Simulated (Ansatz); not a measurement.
# Sb2Ru: the cost of one run

All numbers are computed with Ansatz 0.2.0 through its Python package. Level of theory: DFT PBEsol+D3(BJ), plane waves, PAW.

## 1. The system

The structure is orthorhombic, space group Pnnm (No. 58). The conventional cell has a = 5.951 Å, b = 6.674 Å, c = 3.179 Å, α = 90.00°, β = 90.00°, γ = 90.00°. Sb (site symmetry m) has 3 Ru at 2.63 to 2.65 Å and 1 Sb at 2.86 Å in its first shell of neighbours. Ru (site symmetry 2/m) has 6 Sb at 2.63 to 2.65 Å in its first shell of neighbours.

Input file POSCAR_sb2ru:

```text
Sb2Ru
1.0
   5.95140000    0.00000000    0.00000000
   0.00000000    6.67430000    0.00000000
   0.00000000    0.00000000    3.17900000
Sb Ru
4 2
Direct
   0.18120000    0.35900000    0.00000000
   0.81880000    0.64100000    0.00000000
   0.68120000    0.14100000    0.50000000
   0.31880000    0.85900000    0.50000000
   0.00000000    0.00000000    0.00000000
   0.50000000    0.50000000    0.50000000
```

## 2. The code

bands_sb2ru.py reads:

```python
"""Band structure of Sb2Ru."""

from pathlib import Path

import ansatz as az
from ase.io import read
import numpy as np

atoms = read("POSCAR_sb2ru", format="vasp")
structure = az.Crystal.from_ase(atoms)

# high-symmetry points in fractions of the reciprocal vectors
path = [
    ("G", (0.0, 0.0, 0.0)),
    ("X", (0.5, 0.0, 0.0)),
    ("S", (0.5, 0.5, 0.0)),
    ("Y", (0.0, 0.5, 0.0)),
    ("G", (0.0, 0.0, 0.0)),
    ("Z", (0.0, 0.0, 0.5)),
    ("U", (0.5, 0.0, 0.5)),
    ("R", (0.5, 0.5, 0.5)),
]
job = (
    structure.calculation()
    .occupations("cold", width=50 * az.meV)
    .kpoints(length=25)
    .functional("PBEsol", dispersion="d3bj")
    .scf(tolerance=1e-09)
    .pseudopotentials("paw")
    .band_structure([point for _, point in path], intervals=10)
    .scf(extra_bands=6)
    .density()
    .potential()  # keep the local potentials
    .electron_localization_function()
    .output_files(volumetric_format="npy")
    .band_table()  # levels at the mesh points
)
planned = job.session().plan(threads=1)
facts = planned.describe()
print("plan:", facts["n_bands"], "bands,", len(facts["kpoints_frac"]), "k-points, plane waves", facts["n_pw_range"], "grid", facts["fft_dense"])
res = planned.execute()
report = res.report

for key in ("converged", "n_iterations", "n_electrons", "n_kpoints", "n_pw", "n_symmetry_ops", "free_energy_ev", "fermi_energy_ev"):
    print(f"{key:18s} {report[key]}")

folder = Path(res.write_results("fields"))
print("densities in e/A^3, potentials in eV, ELF without unit")
for name in sorted(p.name for p in folder.glob("*.npy")):
    field = np.load(folder / name)
    print(f"{name:16s} {str(field.shape):16s} min {field.min():10.4f}  mean {field.mean():10.4f}  max {field.max():10.4f}")

fermi = report["fermi_energy_ev"]
print("levels less the Fermi level (eV) at the first k-points (first spin channel where there are two)")
for k, levels in list(zip(report["kpoints_frac"], report["eigenvalues_ev"]))[:3]:
    print("k = ({:.3f}, {:.3f}, {:.3f})".format(*k))
    print("   ", " ".join(f"{e - fermi:.3f}" for e in levels))

bands = res.band_structure()
fermi = bands.fermi_energy_ev
print(f"zero of the bands: {fermi:.3f} eV, the Fermi level found on the SCF mesh")
for spin, channel in enumerate(bands.channels):
    print("channel", spin, "- computed levels within 8 eV of the Fermi level")
    for i, (label, _) in enumerate(path):
        levels = channel.eigenvalues_ev[i * 10] - fermi
        print(f"  {label:3s}", " ".join(f"{e:7.3f}" for e in levels if abs(e) < 8))
```

## 3. The calls as engine input

The package turns the script's settings into the engine's input:

```yaml
crystal:
  lattice:
    - [5.9514, 0.0, 0.0]
    - [0.0, 6.6743, 0.0]
    - [0.0, 0.0, 3.179]
  atoms:
    - { symbol: Sb, position: [0.18120000000000003, 0.359, 0.0] }
    - { symbol: Sb, position: [0.8187999999999999, 0.641, 0.0] }
    - { symbol: Sb, position: [0.6812000000000001, 0.141, 0.5] }
    - { symbol: Sb, position: [0.3188, 0.859, 0.5] }
    - { symbol: Ru, position: [0.0, 0.0, 0.0] }
    - { symbol: Ru, position: [0.5, 0.5, 0.5] }
kpoints:
  mp_grid:
    grid: [4, 4, 8]
  band_path:
    path:
      - [0.0, 0.0, 0.0]
      - [0.5, 0.0, 0.0]
      - [0.5, 0.5, 0.0]
      - [0.0, 0.5, 0.0]
      - [0.0, 0.0, 0.0]
      - [0.0, 0.0, 0.5]
      - [0.5, 0.0, 0.5]
      - [0.5, 0.5, 0.5]
    npoints: 10
hamiltonian:
  xc: pbesol
  dispersion: d3bj
  pseudopotentials:
    kind: paw
scf:
  n_extra_bands: 6
  convergence:
    dr2_threshold: 1.0e-09
  occupations:
    method: cold
    width: 0.05
output:
  write_density: true
  write_potential: true
  volumetric_format: npy
  elf: true
  eigenvalues: true
```

## 4. Running it

On the command line:

```console
python bands_sb2ru.py
```

Q: Estimate wall time and peak memory on 1 thread of Intel Xeon 6975P-C (Granite Rapids), shared host.

About 12 s, with a peak of 0.71 GiB.
